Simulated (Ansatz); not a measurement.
**C₂H₅FGeO: how energies converge with the basis set**

The task here is to estimate one member of a computed series from the others.

Computed with Ansatz 0.2.0, Gaussian basis. Level: one geometry, several basis sets.

The runs, in order: PBE0-D4/def2-SVP; ωB97M-V/def2-SVP; PBE0-D4/def2-QZVPP; ωB97M-V/def2-QZVPP; the functionals' def2-TZVPP values are taken from earlier runs.

## The geometry

The geometry comes from an earlier relaxation with PBE0-D4 in a triple-zeta def2 set; it is a stationary point, not always the lowest conformer.

SMILES `[CH3][Ge@H]1[O][C@@H]1F`, 10 atoms, charge 0, spin multiplicity 1.

Atoms are counted from 1 here; the program's logs count them from 0.

Bond lengths: C1–Ge2 1.937 Å, C1–H6 1.089 Å, C1–H7 1.091 Å, C1–H8 1.091 Å, Ge2–O3 1.868 Å, Ge2–C4 1.921 Å, Ge2–H9 1.530 Å, O3–C4 1.366 Å, C4–F5 1.363 Å, C4–H10 1.093 Å. Angles: Ge2–C1–H6 109.5°, Ge2–C1–H7 110.3°, Ge2–C1–H8 109.5°, H6–C1–H7 109.3°, H6–C1–H8 109.2°, H7–C1–H8 109.0°, C1–Ge2–O3 110.7°, C1–Ge2–C4 123.9°, C1–Ge2–H9 117.5°, O3–Ge2–C4 42.2°, O3–Ge2–H9 108.9°, C4–Ge2–H9 118.1°, Ge2–O3–C4 71.0°, Ge2–C4–O3 66.8°, Ge2–C4–F5 120.0°, Ge2–C4–H10 124.4°, O3–C4–F5 114.2°, O3–C4–H10 116.6° and more.

The first run:

File in.yaml:

```yaml
crystal:
  periodic: [false, false, false]
  atoms:
    - {symbol: C, position_ang: [-1.593529, -0.589578, 0.003578]}
    - {symbol: Ge, position_ang: [0.041153, 0.266251, 0.591349]}
    - {symbol: O, position_ang: [1.534933, -0.657661, -0.043344]}
    - {symbol: C, position_ang: [1.543269, 0.608036, -0.556426]}
    - {symbol: F, position_ang: [2.574804, 1.382074, -0.116773]}
    - {symbol: H, position_ang: [-1.565193, -0.725941, -1.076888]}
    - {symbol: H, position_ang: [-2.457251, 0.021847, 0.267258]}
    - {symbol: H, position_ang: [-1.687599, -1.563503, 0.486117]}
    - {symbol: H, position_ang: [0.210965, 0.511424, 2.091704]}
    - {symbol: H, position_ang: [1.481549, 0.695850, -1.643776]}
basis:
  gaussian: {orbitals: def2-SVP}
hamiltonian: {xc: pbe0, dispersion: d4}
output: {orbitals: {seedname: orbitals}}
```

Among the steps run: PBE0-D4 in def2-SVP; ωB97M-V in def2-SVP; PBE0-D4 in def2-QZVPP; ωB97M-V in def2-QZVPP.

One of the session's tables, all rows but one given; the rest of the session is left out.

It belongs to the step «Functionals by basis». 

| functional | basis | HOMO (eV) |
| --- | --- | --- |
| PBE0-D4 | def2-SVP | ? |
| PBE0-D4 | def2-TZVPP | -6.94 |
| PBE0-D4 | def2-QZVPP | -6.98 |
| ωB97M-V | def2-SVP | -9.01 |
| ωB97M-V | def2-TZVPP | -9.11 |
| ωB97M-V | def2-QZVPP | -9.15 |

Q: Estimate the row for PBE0-D4, def2-SVP from the others.

**Answer.** HOMO (eV): -6.85. In the column «HOMO (eV)» it is the highest.
